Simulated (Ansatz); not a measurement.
**C2F2 (SMILES FC#CF) at B3LYP/6-31G(d) (spherical functions)**

What is the electronic atomisation energy of C2F2 at B3LYP/6-31G* (spherical functions)? 

The calculation is run with Ansatz 0.2.0.

25 further runs of the same task are left out: 1 that didn't finish, 24 set aside as unsound or not needed.

## 1. Starting point

The species is C2F2 (4 atoms), meant as a singlet with charge 0. As SMILES, `FC#CF`. Geometry: relaxed at PBE0-D4/def2-TZVP.

Bond lengths: F1–C2 1.277 Å, C2–C3 1.184 Å, C3–F4 1.277 Å. Angles: F1–C2–C3 180.0°, C2–C3–F4 180.0°.

## 2. The energy at B3LYP/6-31G(d) (spherical functions)

run.yaml

```yaml
crystal:
  periodic: [false, false, false]
  atoms:
    - symbol: F
      position_ang: [-0.136400, 0.128000, 1.852800]
    - symbol: C
      position_ang: [-0.033700, 0.030200, 0.583200]
    - symbol: C
      position_ang: [0.061400, -0.060400, -0.593400]
    - symbol: F
      position_ang: [0.164100, -0.158200, -1.863000]
basis:
  gaussian: {orbitals: 6-31G_st_-spherical.json}
hamiltonian: {xc: {name: B3LYP}}
accuracy: high
output: {orbitals: {seedname: orbitals}}
```

The basis set 6-31G* is read from a file made from the Basis Set Exchange's data (not shown).

Launch:

```sh
$ ansatz run run.yaml --threads 1 --pin off --max-ram 3480MiB --events-out events.jsonl --progress --plain --runs-dir runs
```

What it wrote:

```text
Warning: RAYON_NUM_THREADS=1 ignored (pool sized by the plan → 1); use --threads N
Functional definition: B3LYP
  name "B3LYP"
  parameter a0 = 0.2
  parameter ax = 0.72
  parameter ac = 0.81
  exchange = (1 - a0 - ax)*slater_x + ax*b88_x + a0*exact_x
  correlation = (1 - ac)*vwn_rpa_c + ac*lyp_c
1077 factors; integrals over basis functions are off by at most 3.4e-9 eV
mean field evaluation 1: about -7501.5487 eV, gradient 2.7e1 eV
mean field evaluation 2: about -7502.4231 eV, gradient 1.7e1 eV
mean field evaluation 4: about -7503.0876 eV, gradient 1.3e0 eV
mean field evaluation 8: about -7503.0849 eV, gradient 9.0e-4 eV
mean field evaluation 16: about -7503.0849 eV, gradient 5.2e-8 eV
mean field -7503.08488126 eV, -275.7332836128 hartree, gradient 3.1e-8 eV, S^2 0.000000; 0 other end points of the search recorded, 0 dependent functions left out
reference -7503.08490252 eV, -275.7332843939 hartree; 15, 15 occupied and 41, 41 virtual orbitals, 1077 factors
Total energy: -7503.08490252 eV, -275.7332843939 hartree
```

Wall time 1.6 s (1 thread of Arm Neoverse V2, shared host); peak memory 0.13 GiB.

## 3. The C atom

job.yaml

```yaml
crystal:
  periodic: [false, false, false]
  atoms:
    - {symbol: C, position_ang: [0.000000, 0.000000, 0.000000]}
basis:
  gaussian:
    orbitals: 6-31G_st_-spherical.json
magnetization:
  spin_polarized: true
  initial_magnetization: 2
hamiltonian:
  xc: {name: B3LYP}
accuracy: high
```

The basis set 6-31G* is read from a file made from the Basis Set Exchange's data (not shown).

Run the same way, it converges to -37.84469 Eh (log not shown).

## 4. The F atom at the same level

in.yaml

```yaml
crystal:
  periodic: [false, false, false]
  atoms:
    - symbol: F
      position_ang: [0.000000, 0.000000, 0.000000]
basis:
  gaussian: {orbitals: 6-31G_st_-spherical.json}
magnetization: {spin_polarized: true, initial_magnetization: 1}
hamiltonian: {xc: {name: B3LYP}}
accuracy: high
```

The basis set 6-31G* is read from a file made from the Basis Set Exchange's data (not shown).

Run the same way, it converges to -99.71458 Eh (log not shown).

## 5. Outcome

Level: B3LYP/6-31G* (spherical functions).

```
                     quantity          value
       molecule: total energy  -275.73328 Eh
        molecule: HOMO energy       -7.51 eV
        molecule: LUMO energy        1.48 eV
      molecule: HOMO–LUMO gap        8.99 eV
         C atom: total energy   -37.84469 Eh
                 C atom: ⟨S²⟩          2.002
         F atom: total energy   -99.71458 Eh
                 F atom: ⟨S²⟩          0.751
electronic atomisation energy      16.728 eV
```

In words: Taking the molecule apart into free atoms costs 16.73 eV (386 kcal/mol), before zero-point energy and without spin-orbit coupling.
